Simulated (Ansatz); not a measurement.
I need a rigid torsion scan of B3H3O, SMILES BB1BO1. Use Ansatz 0.2.0 through its Python package. Use (for the species named): r2scan0, def2-SVP basis, multiplicity 1.

```xyz
7

B    -0.9610    0.8876   -0.4312
B    -0.2521   -0.4399    0.0905
B     1.1768   -1.0322    0.7190
O     0.3503   -1.7571   -0.1002
H    -1.8239    0.8531   -1.3108
H    -0.7309    1.9975    0.0207
H     2.3019   -0.5771    0.9663
```

Script `b3h3o.py`:
```python
# -*- coding: utf-8 -*-
import ansatz
from ase import Atoms

atoms = Atoms(['B', 'B', 'B', 'O', 'H', 'H', 'H'], positions=[
    [-0.961, 0.8876, -0.4312],
    [-0.2521, -0.4399, 0.0905],
    [1.1768, -1.0322, 0.719],
    [0.3503, -1.7571, -0.1002],
    [-1.8239, 0.8531, -1.3108],
    [-0.7309, 1.9975, 0.0207],
    [2.3019, -0.5771, 0.9663],
])

first = (
    ansatz.Crystal.molecule_from_ase(atoms).calculation()
    .basis(gaussian='def2-SVP')
    .functional('R2SCAN0')
    .scf(lower_state_search='off')
    .relax(force_tolerance=0.02, max_steps=80)
)
atoms.positions = first.run(threads=1, backend='cpu').report['positions_ang']

start = atoms.get_dihedral(2, 1, 0, 4)
energies = {}
for turn in range(0, 360, 40):
    turned = atoms.copy()
    turned.set_dihedral(2, 1, 0, 4, start + turn, indices=[0, 4, 5])
    job = (
        ansatz.Crystal.molecule_from_ase(turned).calculation()
        .basis(gaussian='def2-SVP')
        .functional('R2SCAN0')
        .scf(lower_state_search='off')
    )
    energies[round((start + turn) % 360)] = job.run(threads=1, backend='cpu').report['free_energy_ev']
floor = min(energies.values())
print('dihedral B2-B1-B0-H4 (deg)   E - E(min) (eV)')
for angle, e in sorted(energies.items()):
    print(f'{angle:8d} {(e - floor):14.3f}  ' + '#' * int(30 * (e - floor) / max(max(energies.values()) - floor, 1e-9)))
```

Output of `python b3h3o.py`:
```text
dihedral B2-B1-B0-H4 (deg)   E - E(min) (eV)
       7          0.546  #############################
      47          0.197  ##########
      87          0.000
     127          0.197  ##########
     167          0.546  ##############################
     207          0.405  ######################
     247          0.072  ###
     287          0.072  ###
     327          0.405  ######################
```

The lowest point is at 87° and the highest at 7°, 0.546 eV (52.7 kJ/mol) above it, with the rest of the molecule held.

Reading the output:
- The settings weren't tested for convergence.
- The scan is rigid and the energies are electronic, in a modest basis. With rigid groups the curve can differ much from the relaxed path, the start wasn't checked as a minimum of this torsion, and equivalent turns needn't return to the same energy.
- Run time: 40 s on 1 thread of Arm Neoverse V1, on a shared host, peak memory 0.2 GiB.

(A comment or docstring line of the script was reworded after the run, the code is as it ran; lines on the test bed's own set-up are left out of the output.)
